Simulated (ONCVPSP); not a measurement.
# Pseudopotential generation for I: ONCV, PBE

Task: generate the file, and judge it by its errors in other configurations, its logarithmic derivatives, its ghosts and its cutoff.

Program: ONCVPSP 4.0.1.1 (patched build). Reference atom: PBE, scalar-relativistic, spherical and spin-unpolarised. All values are calculated.

## Step 1: Settings

The settings as typed:

```json
{
 "element": "iodine (I, Z = 53)",
 "type": "optimised norm-conserving Vanderbilt (ONCV)",
 "frozen core": "[Kr]",
 "valence charge": "17",
 "reference configuration": "4d10 5s1 5p6",
 "partial waves": "5s: rc 1.50 bohr, ncon 4, nbas 9, qcut 3.6 1/bohr, 2 projectors, debl 1.5 Ha; 5p: rc 2.15 bohr, ncon 3, nbas 6, qcut 3.9 1/bohr, 2 projectors, debl 0.4 Ha; 4d: rc 1.35 bohr, ncon 4, nbas 8, qcut 9.7 1/bohr, 1 projector",
 "local potential": "polynomial inside 1.30 bohr (lpopt 5, dvloc0 0 Ha)",
 "core correction": "Teter function, fcfact 3.25, rcfact 1.5"
}
```

An earlier all-electron run gives the scale for the radii.

All-electron outer shells of the reference configuration (PBE, scalar-relativistic, ld1.x):

```json
{"shell": "4s", "level (eV)": "-181.97", "outermost node (bohr)": "0.37", "outermost maximum (bohr)": "0.68"}
{"shell": "4p", "level (eV)": "-128.93", "outermost node (bohr)": "0.37", "outermost maximum (bohr)": "0.72"}
{"shell": "4d", "level (eV)": "-51.59", "outermost node (bohr)": "0.35", "outermost maximum (bohr)": "0.78"}
{"shell": "5s", "level (eV)": "-18.13", "outermost node (bohr)": "0.88", "outermost maximum (bohr)": "1.70"}
{"shell": "5p", "level (eV)": "-7.62", "outermost node (bohr)": "0.96", "outermost maximum (bohr)": "2.02"}
```

## Step 2: Generating the potential

File I.dat:

```
# ATOM AND REFERENCE CONFIGURATION
# atsym  z   nc   nv     iexc    psfile
  I 53.00    8    3        4      upf
#
#   n    l    f
    1    0    2.00
    2    0    2.00
    2    1    6.00
    3    0    2.00
    3    1    6.00
    3    2   10.00
    4    0    2.00
    4    1    6.00
    4    2   10.00
    5    0    1.00
    5    1    6.00
#
# PSEUDOPOTENTIAL AND OPTIMIZATION
# lmax
    2
#
#   l,   rc,      ep,       ncon, nbas, qcut
    0    1.50    0.00    4    9    3.60
    1    2.15    0.00    3    6    3.90
    2    1.35    0.00    4    8    9.70
#
# LOCAL POTENTIAL
# lloc, lpopt,  rc(5),   dvloc0
    4    5    1.30    0.00
#
# VANDERBILT-KLEINMAN-BYLANDER PROJECTORs
# l, nproj, debl
    0    2    1.50
    1    2    0.40
    2    1    1.70
#
# MODEL CORE CHARGE
# icmod, fcfact, rcfact
    3    3.25    1.50
#
# LOG DERIVATIVE ANALYSIS
# epsh1, epsh2, depsh
   -3.00    5.00    0.02
#
# OUTPUT GRID
# rlmax, drl
    6.00    0.01
#
# TEST CONFIGURATIONS
# ncnf
    4
# nvcnf
#   n    l    f
    3
    4    2   10.00
    5    0    2.00
    5    1    5.00
#
    3
    4    2   10.00
    5    0    2.00
    5    1    4.00
#
    3
    4    2   10.00
    5    0    2.00
    5    1    3.00
#
    3
    4    2   10.00
    5    0    2.00
    5    1    1.00
#
```

Run with:

```console
oncvpsp.x < I.dat > I.out
```

Before running it: what results should come out? Wanted: cutoffs for 1 and 0.1 mHa per electron, occupied waves; bound ghosts; GHOST(+) flags; largest test error; largest phase difference near zero energy, channels read; rms error of d²Exc/dn², without and with the model core.

The runs gave:

```
                                                quantity                      value
  cutoffs for 1 and 0.1 mHa per electron, occupied waves            42 Ha and 81 Ha
                                            bound ghosts             s at -28.93 eV
                                          GHOST(+) flags                 p at 51 eV
                            largest test error (AE − PS)  -68 meV, for 4d10 5s2 5p1
largest phase difference near zero energy, channels read                  0.011 rad
 rms error of d²Exc/dn², without and with the model core          5.17 and 1.08 mHa
```

What this shows: It has a bound ghost (s), a state that the atom doesn't have, and that rules the file out. By total energies transferability is fair: the largest error is 68 meV on 89.3 eV, for 4d10 5s2 5p1. That test lies far up in energy; among those under 40 eV, nearer to bonding, the largest error is 13 meV. By its cutoff, 42 Ha for the looser tolerance, it is hard. At the looser tolerance the 4d wave is the slowest; 5s needs 15 Ha. Near zero energy the phases of the channels with partial waves agree within 0.011 rad. The pseudo curves have a pole with no partner nearby in the atom's: s at -1.07 Ha. The program also flags highly localised states, GHOST(+) (p). These are tests on the free atom; a crystal test is still owed.
